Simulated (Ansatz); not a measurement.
# ZrSiO (P4/nmm) in Ansatz: reference runs

Aim: a first look at ZrSiO with PBE, on the cell as given and on a disturbed one.

All numbers are computed with Ansatz 0.2.0; they aren't measurements. Logs are shortened: lines on timing, memory, paths and dates and some standing lists are left out, and cuts for length are marked.

### 1 Starting point

The structure is tetragonal, space group P4/nmm (No. 129). The conventional cell has a = 3.320 Å, b = 3.320 Å, c = 7.352 Å, α = 90.00°, β = 90.00°, γ = 90.00°. Around Zr (site symmetry 4mm) lie 5 O at 2.23 to 2.42 Å. Si (site symmetry -4m2) is surrounded by 4 Si at 2.35 Å. Around O (site symmetry 4mm) lie 5 Zr at 2.23 to 2.42 Å.

The cell comes from a database or a generator and needn't be the stable form of this composition.

### 2 Single point, PBE

Input file input.yaml:

```yaml
crystal:
  lattice:
    - [3.31999, 0.0, 0.0]
    - [0.0, 3.31999, 0.0]
    - [0.0, 0.0, 7.351845]
  atoms:
    - { symbol: Zr, position: [0.5, 0.0, 0.30841] }
    - { symbol: Zr, position: [0.0, 0.5, 0.69159] }
    - { symbol: Si, position: [0.0, 0.0, 0.0] }
    - { symbol: Si, position: [0.5, 0.5, 0.0] }
    - { symbol: O, position: [0.5, 0.0, 0.611294] }
    - { symbol: O, position: [0.0, 0.5, 0.388706] }
hamiltonian:
  xc: pbe
  pseudopotentials: { kind: paw }
kpoints:
  mp_grid: { grid: [8, 8, 4] }
scf:
  occupations: { method: fermi_dirac, width: 0.05 }
output:
  forces: true
  stress: true
  eigenvalues: true
  write_density: true
  write_potential: true
  elf: true
  volumetric_format: npy
```

Potentials or basis: Ansatz PAW.

Command:

```sh
$ ansatz run input.yaml --threads 2 --pin off --max-ram 5120MiB --backend cpu --events-out ev --progress --plain --runs-dir out
```

What it wrote:

```text
Warning: RAYON_NUM_THREADS=2 ignored (pool sized by the plan → 2); use --threads N
Engine: ansatz 0.2.0, aarch64-unknown-linux-gnu
Pseudopotentials: kind: paw
Pseudopotential: Zr, paw, valence charge 12, recommended cutoff 420 eV (normal), Zr.paw.azcp
Pseudopotential: Si, paw, valence charge 4, recommended cutoff 420 eV (normal), Si.paw.azcp
Pseudopotential: O, paw, valence charge 6, recommended cutoff 420 eV (normal), O.paw.azcp
Functional definition: PBE
  parameter kappa = 0.804
  parameter beta = 0.06672455060314922
  exchange = pbe_x(kappa = kappa, mu = beta*pi^2/3)
  correlation = pbe_c(beta = beta)
Crystal: 6 atoms, lattice volume = 81.034 Å³
Basis set: ecut = 420 eV, 1609 PW (Γ), exchange–correlation on 48×48×100 points (8 copies of the dense FFT grid, shifted against one another)
Bands: 28, of which v1, the nominal top of the filled ones, is band 22 counted from 1 (21 counted from 0)
Symmetry: 16 space group operations
Space group: P4/nmm (ITA 129), of the structure as read, at distance tolerance 4.3e-5 Å
k-points: 45 of 256
Non-local potential: Zr, projectors of the file, l = 0: 3, l = 1: 2, l = 2: 2, l = 3: 2
Non-local potential: Si, projectors of the file, l = 0: 2, l = 1: 2, l = 2: 2
Non-local potential: O, projectors of the file, l = 0: 2, l = 1: 2, l = 2: 1
PAW form: soft (Blöchl's): semilocal exchange-correlation on the pseudo side does not see the compensation charge
PAW one-centre angular grid: Zr, 590 points (default); XC on 64 Gauss nodes
PAW one-centre angular grid: Si, 110 points (default); XC on 64 Gauss nodes
PAW one-centre angular grid: O, 110 points (default); XC on 64 Gauss nodes
Initial density: superposition of atomic densities (neutral atoms: chi_scale 0, normalization atom), corrected by the library's trained network
Initial wavefunctions: pseudopotential atomic-orbital guess
Functional: x = pbe(κ = 0.804, μ = 0.2195149727645171), c = pbe(β = 0.06672455060314922)
SCF iter   1: F=—  HF=-10779.922055 eV  |F-HF|=—  |Δ(HF+E_count)|=         —  Δρ=5.50e-3  dr2=3.89e-2  ethr=1.77e-3  ⟨swp⟩=5.7  Hψ=5742  notcnv=0
preconditioner: auto → Kerker (q_TF=auto, 2.464 Å⁻¹)  [metal: Δε(μ)=0.101 eV  Ē_g=9.150 eV  σ=0.050 eV  W_gap=0.46  n_scr=16 (ndim 8)  ℏωp=21.8 eV  f_vac=0.000  D(μ)=0.72/eV (n_scr^D=2)]
SCF iter   2: F=—  HF=-10779.918348 eV  |F-HF|=—  |Δ(HF+E_count)|=   3.71e-3  Δρ=2.98e-3  dr2=1.13e-2  ethr=8.85e-5  ⟨swp⟩=1.7  Hψ=1690  notcnv=0  defer=8
SCF iter   3: F=—  HF=-10779.918468 eV  |F-HF|=—  |Δ(HF+E_count)|=   1.19e-4  Δρ=1.31e-3  dr2=1.63e-3  ethr=2.58e-5  ⟨swp⟩=2.5  Hψ=1650  notcnv=0  defer=8
SCF iter   4: F=—  HF=-10779.918491 eV  |F-HF|=—  |Δ(HF+E_count)|=   2.27e-5  Δρ=3.56e-4  dr2=1.68e-4  ethr=3.71e-6  ⟨swp⟩=2.0  Hψ=1727  notcnv=0  defer=8
SCF iter   5: F=—  HF=-10779.918478 eV  |F-HF|=—  |Δ(HF+E_count)|=   1.27e-5  Δρ=8.52e-5  dr2=4.38e-5  ethr=3.82e-7  ⟨swp⟩=2.8  Hψ=2284  notcnv=0  defer=8
SCF iter   6: F=—  HF=-10779.918258 eV  |F-HF|=—  |Δ(HF+E_count)|=   2.20e-4  Δρ=5.28e-5  dr2=4.27e-6  ethr=9.95e-8  ⟨swp⟩=2.3  Hψ=1673  notcnv=0  defer=9
SCF iter   7: F=—  HF=-10779.918258 eV  |F-HF|=—  |Δ(HF+E_count)|=   2.93e-7  Δρ=8.43e-6  dr2=1.40e-7  ethr=9.70e-9  ⟨swp⟩=2.1  Hψ=1757  notcnv=0  defer=9
SCF iter   8: F=-10779.918258 eV  HF=-10779.918258 eV  |F-HF|=1.10e-9  |Δ(HF+E_count)|=   5.84e-9  Δρ=1.85e-6  dr2=4.38e-9  ethr=2.27e-10  ⟨swp⟩=8.9  Hψ=7813  notcnv=0
SCF 1 converged in 8 iterations: F = -10779.918258 eV  dr2 = 4.38e-9
SCF converged after 8 iterations
Free energy (F): -10779.918258 eV
Harris-Foulkes:  -10779.918258 eV  (|F-HF|=1.10e-9)
Internal energy: -10779.911211 eV  (E = F + TS)
E sigma→0 (E₀):  -10779.914734 eV
Entropy (-TS):   -0.007047 eV (-1.174 meV/atom)
Fermi energy:    14.202887 eV
--- Per-component energies (eV) ---
  E_band       = -119.255077
  E_kinetic    = 1102.000625
  E_local      = -2258.225280  (includes V_loc(G=0)·N_el)
  E_nonlocal   = 305.191022
  E_hartree    = 818.503090
  E_xc         = -586.346722
  E_vxc        = -670.504103  (∫ρ·V_xc dr)
  E_paw        = -7248.156095  (= ΣΔE_a)
  E_vpaw       = -234.730438  (= ΣTr[D̂ρ^β])
  E_aug_tail   = 0.004906  (compensation charges beyond the density's cutoff)
  E_ewald      = -2912.882758
  E_smearing   = -0.007047  (= −TS)
  E_closure    = -0.000000  (closes the sum)
  Σ components = -10779.918258   (vs F -10779.918258, Δ=0.00e0)
--- Forces (eV/Å), atoms counted from 1 ---
  atom   1  Zr     0.00000000     0.00000000     0.13774460
  atom   2  Zr     0.00000000     0.00000000    -0.13774460
  atom   3  Si     0.00000000     0.00000000    -0.00000000
  atom   4  Si     0.00000000     0.00000000     0.00000000
  atom   5  O      0.00000000     0.00000000    -0.07825683
  atom   6  O      0.00000000     0.00000000     0.07825683
  max |Σ_I F_I| component: 0.00e0 eV/Å
--- Stress (GPa, compression-positive) ---
       -1.309389       0.000000       0.000000
        0.000000      -1.309389       0.000000
        0.000000       0.000000      -2.294380
  P = ⅓ Tr σ = -1.6377 GPa (-16.377 kbar)
--- Band table (eV; the first three rows and the last of 45) ---
  k-point 0: bands = ["-35.9535", "-35.9313", "-14.2482", "-13.9522", "-13.8061", "-13.8061", "-13.7585", "-13.7585", "-5.7447", "-5.3060", "1.2129", "7.5551", "7.6522", "8.6723", "8.6723", "10.0303", "10.0303", "11.1392", "11.3514", "11.6094", "11.6094", "12.0377", "14.1575", "15.0104", "15.3954", "15.3954", "15.9675", "16.2453"]
  k-point 1: bands = ["-35.9534", "-35.9314", "-14.2413", "-13.9600", "-13.8059", "-13.8059", "-13.7588", "-13.7588", "-5.7363", "-5.3064", "1.1579", "7.4590", "8.1699", "8.6762", "8.6762", "10.0275", "10.0275", "10.6518", "11.2412", "11.6076", "11.6076", "11.8674", "14.4165", "15.1656", "15.3601", "15.3601", "16.2097", "16.2692"]
  k-point 2: bands = ["-35.9533", "-35.9315", "-14.2340", "-13.9682", "-13.8056", "-13.8056", "-13.7591", "-13.7591", "-5.7278", "-5.3068", "1.1046", "7.4263", "8.6804", "8.6804", "9.2419", "9.3855", "10.0251", "10.0251", "11.4821", "11.5631", "11.6059", "11.6059", "14.9361", "15.0021", "15.3263", "15.3263", "16.2979", "16.4834"]
  k-point 44: bands = ["-35.8787", "-35.8787", "-14.1599", "-14.1599", "-14.0849", "-14.0849", "-13.9907", "-13.9907", "-5.3882", "-5.3882", "6.8242", "6.8242", "6.9979", "6.9979", "7.2631", "7.2631", "9.3282", "9.3282", "9.6108", "9.6108", "11.6511", "11.6511", "14.8283", "14.8283", "16.4284", "16.4284", "17.6714", "17.6714"]
```

Run time: 8.2 s. Hardware: 2 threads of Arm Neoverse N1, shared host; peak memory 0.39 GiB.

What came out:

| Item | Value |
| --- | --- |
| Free energy | -10779.9183 eV |
| Pressure | -1.6 GPa |
| Largest force | 0.138 eV/Å |
| Band gap on the k mesh | none (metal or under the smearing width) |

Forces on the atoms (eV/Å):
```
Zr   0.000  0.000  0.138
Zr   0.000  0.000 -0.138
Si   0.000  0.000  0.000
Si   0.000  0.000  0.000
O    0.000  0.000 -0.078
O    0.000  0.000  0.078
```

Levels at points of the mesh, in eV from the Fermi level:
```csv
k point,band 19,band 20,band 21,band 22,band 23,band 24,band 25,band 26
"(0.00, 0.00, 0.00)",-2.85,-2.59,-2.59,-2.17,-0.05,0.81,1.19,1.19
"(0.00, 0.00, -0.50)",-2.72,-2.64,-2.60,-2.60,0.73,0.80,1.12,1.12
"(0.00, -0.50, 0.00)",-2.22,-2.22,-0.29,-0.29,0.22,0.22,2.48,2.48
"(0.00, -0.50, -0.50)",-3.07,-3.07,-0.07,-0.07,0.55,0.55,2.18,2.18
"(-0.50, -0.50, 0.00)",-4.62,-4.62,-2.46,-2.46,1.79,1.79,1.81,1.81
"(-0.50, -0.50, -0.50)",-4.59,-4.59,-2.55,-2.55,0.63,0.63,2.23,2.23
```

Caveat: the pressure holds a Pulay correction of +0.3 GPa for the finite cutoff.

### 3 Single point, PBE (atoms moved at random, drawn with an rms of 0.05 Å)

Input file input.yaml:

```yaml
crystal:
  lattice:
    - [3.31999, 0.0, 0.0]
    - [0.0, 3.31999, 0.0]
    - [0.0, 0.0, 7.351845]
  atoms:
    - { symbol: Zr, position: [0.509307, 4.4e-05, 0.308673] }
    - { symbol: Zr, position: [0.011724, 0.494203, 0.687697] }
    - { symbol: Si, position: [-0.012056, 0.008202, -0.003777] }
    - { symbol: Si, position: [0.507719, 0.506456, 0.004912] }
    - { symbol: O, position: [0.509114, -0.009602, 0.614516] }
    - { symbol: O, position: [0.00294, 0.493398, 0.388155] }
hamiltonian:
  xc: pbe
  pseudopotentials: { kind: paw }
kpoints:
  mp_grid: { grid: [8, 8, 4] }
scf:
  occupations: { method: fermi_dirac, width: 0.05 }
output:
  forces: true
  stress: true
  eigenvalues: true
```

Potentials or basis: Ansatz PAW.

Command:

```sh
$ ansatz run input.yaml --threads 2 --pin off --max-ram 5120MiB --backend cpu --events-out ev --progress --plain --runs-dir out
```

What it wrote:

```text
Warning: RAYON_NUM_THREADS=2 ignored (pool sized by the plan → 2); use --threads N
[... 10 set-up lines as earlier in the session ...]
Crystal: 6 atoms, lattice volume = 81.034 Å³
Basis set: ecut = 420 eV, 1609 PW (Γ), exchange–correlation on 48×48×100 points (8 copies of the dense FFT grid, shifted against one another)
Bands: 28, of which v1, the nominal top of the filled ones, is band 22 counted from 1 (21 counted from 0)
Symmetry: 1 space group operations
Space group: P1 (ITA 1), of the structure as read, at distance tolerance 4.3e-5 Å
k-points: 132 of 256 (time reversal used)
[... 3 set-up lines as earlier in the session ...]
[... 27 lines left out ...]
  E_kinetic    = 1102.148749
  E_local      = -2275.200078  (includes V_loc(G=0)·N_el)
  E_nonlocal   = 305.256149
  E_hartree    = 826.774763
  E_xc         = -586.323913
  E_vxc        = -670.481363  (∫ρ·V_xc dr)
  E_paw        = -7248.197715  (= ΣΔE_a)
  E_vpaw       = -234.779436  (= ΣTr[D̂ρ^β])
  E_aug_tail   = 0.004914  (compensation charges beyond the density's cutoff)
  E_ewald      = -2904.315688
  E_smearing   = -0.007883  (= −TS)
  E_closure    = -0.000000  (closes the sum)
  Σ components = -10779.860701   (vs F -10779.860701, Δ=0.00e0)
--- Forces (eV/Å), atoms counted from 1 ---
  atom   1  Zr    -0.17883046     0.01125430     0.01455770
  atom   2  Zr    -0.13727530     0.14741619     0.43251318
  atom   3  Si     0.91809859    -0.20466185     0.15244985
  atom   4  Si    -0.65655828    -0.04707430    -0.31721639
  atom   5  O     -0.05284727     0.07658900    -0.44038102
  atom   6  O      0.10742861     0.01647830     0.15815112
  max |Σ_I F_I| component: 7.44e-5 eV/Å
--- Stress (GPa, compression-positive) ---
       -1.198656      -0.023045      -0.186455
       -0.023045      -1.004743      -0.182464
       -0.186455      -0.182464      -2.405122
  P = ⅓ Tr σ = -1.5362 GPa (-15.362 kbar)
--- Band table (eV; the first three rows and the last of 132) ---
  k-point 0: bands = ["-35.9603", "-35.9167", "-14.2539", "-13.9456", "-13.8124", "-13.8087", "-13.7501", "-13.7472", "-5.7863", "-5.3809", "1.2525", "7.5356", "7.6570", "8.6394", "8.6450", "9.9450", "9.9469", "11.1444", "11.3593", "11.6509", "11.6936", "12.0738", "14.2421", "15.0149", "15.3921", "15.4806", "15.9316", "16.2286"]
  k-point 1: bands = ["-35.9602", "-35.9168", "-14.2476", "-13.9528", "-13.8122", "-13.8084", "-13.7503", "-13.7474", "-5.7782", "-5.3813", "1.1974", "7.4513", "8.1641", "8.6428", "8.6481", "9.9415", "9.9436", "10.6460", "11.2601", "11.6484", "11.7008", "11.9071", "14.4924", "15.1790", "15.3292", "15.4077", "16.1730", "16.2507"]
  k-point 2: bands = ["-35.9602", "-35.9168", "-14.2410", "-13.9603", "-13.8120", "-13.8082", "-13.7505", "-13.7476", "-5.7700", "-5.3817", "1.1440", "7.4203", "8.6462", "8.6504", "9.2450", "9.3712", "9.9391", "9.9418", "11.4762", "11.5965", "11.6710", "11.7167", "14.9428", "15.0989", "15.2705", "15.3415", "16.2765", "16.4428"]
  k-point 131: bands = ["-35.8927", "-35.8564", "-14.1657", "-14.1646", "-14.0777", "-14.0764", "-14.0137", "-13.9676", "-5.4542", "-5.4442", "6.7548", "6.7892", "7.1124", "7.1678", "7.2555", "7.2555", "9.2939", "9.3517", "9.5440", "9.5502", "11.6591", "11.6666", "14.8462", "14.9329", "16.3827", "16.3983", "17.5882", "17.6632"]
```

It took 25 s on 2 threads of Arm Neoverse N1, shared host; peak memory 0.49 GiB.

What came out:

```yaml
Free_energy: -10779.8607 eV
Pressure: -1.5 GPa
Largest_force: 0.953 eV/Å
Band_gap_on_the_k_mesh: none (metal or under the smearing width)
```

Forces on the atoms (eV/Å):
```
Zr  -0.179  0.011  0.015
Zr  -0.137  0.147  0.433
Si   0.918 -0.205  0.152
Si  -0.657 -0.047 -0.317
O   -0.053  0.077 -0.440
O    0.107  0.016  0.158
```

Stress tensor (GPa, compression positive):
```
-1.20 -0.02 -0.19
-0.02 -1.00 -0.18
-0.19 -0.18 -2.41
```

Caveat: the pressure holds a Pulay correction of +0.3 GPa for the finite cutoff.
